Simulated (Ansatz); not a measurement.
# 8 H2O + 1 HCOOH in a periodic box: a dynamics run in two tries

Wanted: a short trajectory, and a check that the input is sound. The molecules were packed at random to 1.042 g/cm³.

Method: DFT PBE, plane waves, PAW, scalar-relativistic, no spin polarisation, in Ansatz 0.2.0.

## Step 1: The system as given

The cell holds 29 atoms (CH18O10): a = 6.717 Å, b = 6.717 Å, c = 6.717 Å, α = 90.00°, β = 90.00°, γ = 90.00°.

The coordinates stand in the first input below.

## Step 2: First try

input.yaml

```yaml
accuracy: low
crystal:
  lattice:
    - [6.71657, 0.0, 0.0]
    - [0.0, 6.71657, 0.0]
    - [0.0, 0.0, 6.71657]
  atoms:
    - { symbol: O, position: [0.32562675, 0.24600475, 0.8125337] }
    - { symbol: H, position: [0.31856003, 0.09330908, 0.80144179] }
    - { symbol: H, position: [0.42668605, 0.26212627, 0.93159488] }
    - { symbol: O, position: [0.06148887, 1.03818944, 0.09702757] }
    - { symbol: H, position: [0.02760966, 0.95337409, -0.017239] }
    - { symbol: H, position: [-0.05280674, 1.03687983, 0.17064123] }
    - { symbol: O, position: [0.33575096, 0.65916406, 0.30107728] }
    - { symbol: H, position: [0.37663138, 0.52168813, 0.28732478] }
    - { symbol: H, position: [0.18529224, 0.63958512, 0.28923717] }
    - { symbol: O, position: [0.07814919, 0.58078557, 0.7929289] }
    - { symbol: H, position: [0.04592155, 0.64708487, 0.65250863] }
    - { symbol: H, position: [0.19371601, 0.50051179, 0.77250779] }
    - { symbol: O, position: [0.72233288, 0.43388434, -0.01323043] }
    - { symbol: H, position: [0.71312993, 0.49520601, 0.12177773] }
    - { symbol: H, position: [0.84872292, 0.49717986, -0.06460799] }
    - { symbol: O, position: [0.73763067, 0.78171278, 0.25987461] }
    - { symbol: H, position: [0.81392521, 0.84255093, 0.37286843] }
    - { symbol: H, position: [0.61092403, 0.74555787, 0.29015693] }
    - { symbol: O, position: [0.41908963, 0.08752574, 0.31184269] }
    - { symbol: H, position: [0.54645281, 0.14020569, 0.36561258] }
    - { symbol: H, position: [0.30887562, 0.15949689, 0.2429478] }
    - { symbol: O, position: [-0.01183082, 0.17543479, 0.53239493] }
    - { symbol: H, position: [0.04254512, 0.08053112, 0.42738498] }
    - { symbol: H, position: [0.11871714, 0.23216003, 0.60369201] }
    - { symbol: O, position: [0.65621173, 0.80369865, 0.87240034] }
    - { symbol: C, position: [0.76739818, 0.87621662, 0.71549777] }
    - { symbol: O, position: [0.84446079, 0.77694428, 0.57630941] }
    - { symbol: H, position: [0.7014253, 0.78621999, 1.05089683] }
    - { symbol: H, position: [0.78159242, 1.05538019, 0.7065512] }
basis:
  ecutwfc: 420.0
kpoints:
  mp_grid: { grid: [1, 1, 1] }
hamiltonian:
  xc: pbe
scf:
  occupations: { method: fermi_dirac, width: 0.05 }
  lower_state_search: "off"
  max_iter: 52
md:
  timestep: 0.5
  n_steps: 25
  ensemble: nvt_langevin
  temperature: 1500.0
  initial_velocities: maxwell_boltzmann
  seed: 464843
  friction: 0.01
  pressure: 1.0
```

Started as:

```bash
> ansatz run input.yaml --threads 1 --pin off --max-ram 3072MiB --backend cpu --events-out ev --progress --plain --runs-dir out
```

Q: Predict the outcome of this session. Wanted: first try.

As calculated:

```
 quantity                                                                          value
first try                                                                        refused
    cause  a pressure is typed for an ensemble at fixed volume, where nothing acts on it
```

What this shows: The fault in the first input was caught at the input check and cost nothing.
